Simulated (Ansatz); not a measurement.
# GaH3+ (doublet): B2PLYP, RPA-PBE over a scan of the scale of all distances, aug-cc-pVDZ

How well do these functionals follow the top wave-function level for GaH3+ (doublet) over a scan of the scale of all distances?

The runs use Ansatz 0.2.0, Gaussian basis; aug-cc-pVDZ, all electrons in the functionals, frozen cores in the correlation of double hybrids and RPA.

The runs, in order: B2PLYP, RPA-PBE, at 0.876; 1.000; 1.127; 1.284; 1.482; 1.737; 2.015; 2.365.

14 further runs of the same task are left out: 1 for a known fault of the program, 12 that didn't finish, 1 set aside as unsound or not needed.

**1. The geometry**

The geometry derives from a PBE0/def2-TZVP stationary point (not a proven minimum). All distances are scaled together. No spin-orbit coupling is included. The filled d shell of Ga may be among the frozen orbitals whatever the setting's name suggests; the logs give the count.

4 atoms, charge 1, spin multiplicity 2.

Atoms are counted from 1 here; the program's logs count them from 0.

Bond lengths: Ga1–H3 1.532 Å, Ga1–H4 1.532 Å. Angles: H3–Ga1–H4 170.9°.

No dispersion term is added.

The geometry shown and the zero of energy belong to the point 1.000. The yardstick, FCI, and other wave-function levels (R restricted, U unrestricted, valence and pair active spaces) come from earlier runs.

**2. B2PLYP, 0.876**

Input file in.yaml:

```yaml
crystal:
  periodic: [false, false, false]
  atoms:
    - {symbol: Ga, position_ang: [0.000000, 0.022192, 0.000000]}
    - {symbol: H, position_ang: [0.000000, -1.793398, 0.000000]}
    - {symbol: H, position_ang: [0.000000, 0.129156, -1.337801]}
    - {symbol: H, position_ang: [0.000000, 0.129156, 1.337801]}
basis:
  gaussian: {orbitals: aug-cc-pVDZ}
total_charge: 1
magnetization: {spin_polarized: true, initial_magnetization: 1}
hamiltonian: {xc: {name: B2PLYP}}
correlation: {electrons: outside_noble_gas}
```

On the command line:

```bash
$ ansatz run in.yaml --threads 1 --pin off --events-out ev --progress --plain --max-ram 2393MiB
```

The runs that follow: B2PLYP, 1.000; B2PLYP, 1.127; B2PLYP, 1.284; B2PLYP, 1.482; B2PLYP, 1.737; B2PLYP, 2.015; B2PLYP, 2.365; RPA-PBE, 0.876; RPA-PBE, 1.000; RPA-PBE, 1.127; RPA-PBE, 1.284; RPA-PBE, 1.482; RPA-PBE, 1.737; RPA-PBE, 2.015; RPA-PBE, 2.365.

Before running them: what should the planned runs give, taken together? Wanted: span of the FCI curve; largest miss, B2PLYP; largest miss, RPA-PBE.

The runs gave:

```
             quantity              value
span of the FCI curve           3.643 eV
 largest miss, B2PLYP  +0.319 eV (1.482)
largest miss, RPA-PBE  -0.186 eV (2.365)
```

**Reading.** Of the functionals, RPA-PBE keep the smallest largest miss at the points compared (at most 0.186 eV) and B2PLYP strays most (0.319 eV, at 1.482). B2PLYP, RPA-PBE clearly break the spin symmetry at some points (⟨S²⟩ up to 1.00 above the pure value), so energy there is bought with a mixed spin. Functionals and the yardstick converge differently with the basis, so part of each miss in aug-cc-pVDZ is the basis.
